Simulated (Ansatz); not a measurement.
**CH5AsSi: vertical ionisation energy**

The task here is to estimate one member of a computed series from the others.

Program: Ansatz 0.2.0, Gaussian basis. Level of theory: unrestricted cation, the program's frozen cores in correlated methods. These are calculated values, not measurements.

Plan: UKS PBE-D4/def2-TZVPP; UKS r2SCAN-D4/def2-TZVPP; UKS PBE0-D4/def2-TZVPP; UKS B3LYP-D4/def2-TZVPP; UKS wB97X-V/def2-TZVPP; UKS wB97M-V/def2-TZVPP; UKS B2PLYP/def2-TZVPP; UHF-CCSD(T)/def2-TZVPP; UHF-MP2/def2-QZVPP; extrapolation to the limit; then −ε(HOMO) from the neutral's earlier runs with LDA (SPW92), PBE-D4, revPBE-D4, BLYP-D4, r2SCAN-D4, B97M-V, PBE0-D4, B3LYP-D4, r2SCANh-D4, r2SCAN0-D4, HSE06-D4, BHLYP-D4, CAM-B3LYP-D4, LC-ωPBE, ωB97X-V, ωB97M-V.

### The geometry

The geometry comes from an earlier relaxation with PBE0-D4 in a triple-zeta def2 set; it is a stationary point, not always the lowest conformer.

SMILES `C1[SiH2][AsH]1`, 8 atoms, charge 0, spin multiplicity 1.

Atoms are counted from 1 here; the program's logs count them from 0.

Bond lengths: C1–Si2 1.843 Å, C1–As3 2.046 Å, C1–H4 1.084 Å, C1–H5 1.086 Å, Si2–As3 2.317 Å, Si2–H6 1.480 Å, Si2–H7 1.479 Å, As3–H8 1.526 Å. Angles: Si2–C1–As3 72.9°, Si2–C1–H4 121.0°, Si2–C1–H5 118.1°, As3–C1–H4 114.8°, As3–C1–H5 110.5°, H4–C1–H5 112.8°, C1–Si2–As3 57.6°, C1–Si2–H6 117.5°, C1–Si2–H7 118.2°, As3–Si2–H6 118.8°, As3–Si2–H7 119.8°, H6–Si2–H7 113.8°, C1–As3–Si2 49.5°, C1–As3–H8 92.8°, Si2–As3–H8 89.3°.

Coordinates:

```xyz
8
CH5AsSi
C    -0.7703    0.0179   -0.5760
Si    0.7078    0.6631    0.3157
As   -0.5381   -1.1227    1.1072
H    -0.6672   -0.5240   -1.5093
H    -1.6907    0.5918   -0.5223
H     0.5813    1.9739    0.9905
H     2.0408    0.4223   -0.2771
H     0.4284   -2.0794    0.4156
```

Set-up of the first run:

Input file in.yaml:

```yaml
crystal:
  periodic: [false, false, false]
  atoms:
    - {symbol: C, position_ang: [-0.770289, 0.017894, -0.575993]}
    - {symbol: Si, position_ang: [0.707832, 0.663140, 0.315663]}
    - {symbol: As, position_ang: [-0.538107, -1.122687, 1.107201]}
    - {symbol: H, position_ang: [-0.667219, -0.524028, -1.509291]}
    - {symbol: H, position_ang: [-1.690682, 0.591835, -0.522289]}
    - {symbol: H, position_ang: [0.581297, 1.973921, 0.990481]}
    - {symbol: H, position_ang: [2.040832, 0.422339, -0.277138]}
    - {symbol: H, position_ang: [0.428436, -2.079414, 0.415567]}
basis:
  gaussian: {orbitals: def2-TZVPP}
total_charge: 1
magnetization: {spin_polarized: true, initial_magnetization: 1}
hamiltonian: {xc: pbe, dispersion: d4}
```

Among the steps run: Cation, UKS PBE-D4/def2-TZVPP; Cation, UKS r2SCAN-D4/def2-TZVPP; Cation, UKS PBE0-D4/def2-TZVPP; Cation, UKS B3LYP-D4/def2-TZVPP; Cation, UKS wB97X-V/def2-TZVPP; Cation, UKS wB97M-V/def2-TZVPP; Cation, UKS B2PLYP (frozen core)/def2-TZVPP; Cation, UHF-CCSD(T)/def2-TZVPP; Cation, UHF-MP2/def2-QZVPP.

One table of the session follows, with a row left open; its other results are not shown here.

It belongs to the step «Ionisation energies side by side». For comparison, −ε(HOMO) of the neutral from earlier runs:

| functional | −ε(HOMO) (eV) |
| --- | --- |
| LDA (SPW92) | 6.04 |
| PBE-D4 | ? |
| revPBE-D4 | 5.85 |
| BLYP-D4 | 5.72 |
| r2SCAN-D4 | 6.13 |
| B97M-V | 6.14 |
| PBE0-D4 | 6.89 |
| B3LYP-D4 | 6.67 |
| r2SCANh-D4 | 6.49 |
| r2SCAN0-D4 | 7.04 |
| HSE06-D4 | 6.50 |
| BHLYP-D4 | 7.71 |
| CAM-B3LYP-D4 | 8.06 |
| LC-ωPBE | 9.34 |
| ωB97X-V | 9.02 |
| ωB97M-V | 8.86 |

Q: Estimate the row for PBE-D4 from the others.

As computed: −ε(HOMO) (eV): 5.90. In the column «−ε(HOMO) (eV)» it lies between revPBE-D4 (5.85) and LDA (SPW92) (6.04).
